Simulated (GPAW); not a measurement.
CsLiCr2Te2S3 in GPAW: the effect of functional

CsLiCr2Te2S3:

```
Cs Li Cr Te S
1.0
     3.42162   -5.18069    0.00784
     3.42162    5.18069    0.00784
    -2.90411    0.00000    7.43093
Cs Li Cr Te S
1 1 2 2 3
Cartesian
  0.6167 0.0000 0.0649
  2.4219 0.0000 4.1212
  0.1728 2.1297 4.1498
  0.1728 -2.1297 4.1498
  4.0786 1.5993 2.1688
  4.0786 -1.5993 2.1688
  2.0049 -2.1476 5.4598
  2.0049 2.1476 5.4598
  0.0600 0.0000 3.5978
```

The cell was built by a generator and needn't be a form met in nature.

Alike in all runs:

```yaml
Program: GPAW 26.7.0
Task: band structure
Cutoff: 800 eV
Basis: pw
k_mesh: 4 × 4 × 3
Occupations: fermi-dirac, width 0.05 eV
Spin: collinear spin, ferromagnetic start
Starting_moments: "[0.0, 0.0, 3.0, 3.0, 0.0, 0.0, 0.0, 0.0, 0.0] μB"
```

| functional | potentials or basis | pressure (GPa) | largest force (eV/Å) |
| --- | --- | --- | --- |
| RPBE | the program's PAW data sets (release 1.2.1) made for this functional | ? | ? |
| revPBE | the program's PAW data sets (release 1.2.1) made for this functional | 1.6 | 0.26 |
| LDA | the program's PAW data sets (release 1.2.1) made for this functional | -3.9 | 0.55 |
| PBE | GPAW PAW data sets (gpaw-data 1.2.1) | 0.2 | 0.11 |
| PBEsol | PAW data sets generated in the run's folder for this functional | -1.9 | 0.22 |
| AM05 | PAW data sets generated in the run's folder for this functional | -1.4 | 0.26 |
| PW91 | PAW data sets generated in the run's folder for this functional | 0.0 | 0.11 |
| r2SCAN | GPAW PAW data sets (gpaw-data 1.2.1) | 0.4 | 0.16 |

Problem. What does the run with functional RPBE give?

Solution. Pressure 2.1 GPa; largest force 0.32 eV/Å.

Caveats: only a ferromagnetic start was run, and an antiferromagnetic order may lie lower in energy; the PAW data sets were made with another functional, which shifts forces and pressure a little (some runs).
